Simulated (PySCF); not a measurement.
**A diatomic session: LiGa**

An exercise on one series of results from a longer session: the logs are not shown, and one member is left open.

Program: PySCF 2.14.0. Level of theory: Li jorge-DZP-DKH, Ga jorge-DZP-DKH, spin-free X2C with a Gaussian nucleus. These are calculated values, not measurements.

Set-up of the first run:

A driver script around PySCF takes these settings:

```yaml
atoms: Li, Ga
charge: 0
basis: Li jorge-DZP-DKH, Ga jorge-DZP-DKH
Hamiltonian: spin-free X2C with a Gaussian nucleus
basis_functions: 58
electrons_treated: 34
masses_in_u: 7.0160, 68.9256
levels: PBE0, PBE, r²SCAN, LDA, B2PLYP, BP86, HF, MP2, SCS-MP2, CCSD, CCSD(T)
grid: 80 radial by 434 angular points
occupations: held fixed by the projection of orbital angular momentum
dissociation_limit: Li + Ga, each in its ground configuration
starting_distance_in_angstrom: 2.490
values_of_2S_to_try: 0, 2
```

Launch:

```
> OMP_NUM_THREADS=1 python dia.py task.json out
```

Steps of the session up to this table: The job; First curve: PBE0; Other states along the same grid; PBE (GGA); r²SCAN (meta-GGA); LDA (local density); B2PLYP (double hybrid); BP86 (GGA); RHF; MP2 and coupled cluster.

One of the session's tables, all rows but one given; the rest of the session is left out.

It belongs to the step «The curves together». Energy (eV) from each level's lowest point:

| R (Å) | RHF | RHF-MP2 | RHF-SCS-MP2 | RHF-CCSD | RHF-CCSD(T) |
| --- | --- | --- | --- | --- | --- |
| 2.446 | 0.305 | 0.213 | 0.229 | n/a | n/a |
| 2.560 | 0.157 | 0.095 | 0.107 | 0.098 | 0.090 |
| 2.673 | ? | ? | ? | ? | ? |
| 2.759 | 0.025 | 0.006 | 0.009 | 0.007 | 0.006 |
| 2.844 | 0.005 | 0.000 | 0.000 | 0.000 | 0.000 |
| 2.929 | 0.000 | 0.009 | 0.005 | 0.006 | 0.008 |
| 3.043 | 0.014 | 0.038 | 0.030 | 0.032 | 0.034 |
| 3.185 | 0.056 | 0.096 | 0.083 | 0.084 | 0.087 |
| 3.356 | 0.133 | 0.186 | 0.167 | 0.165 | 0.168 |
| 3.583 | 0.262 | 0.328 | 0.301 | n/a | n/a |

Q: Estimate the row for R (Å) = 2.673 from the others.

Worked estimate for «RHF». A straight line through the neighbours (2.560, 0.157) and (2.759, 0.025) gives 0.157 + (0.025 − 0.157) × (2.673 − 2.560) / (2.759 − 2.560) = 0.082; a parabola fitted to 4 rows on both sides gives 0.064.

**Answer.** RHF: 0.066; RHF-MP2: 0.029; RHF-SCS-MP2: 0.036; RHF-CCSD: 0.032; RHF-CCSD(T): 0.028. In «RHF» the line misses by +0.016 and the parabola by -0.002.
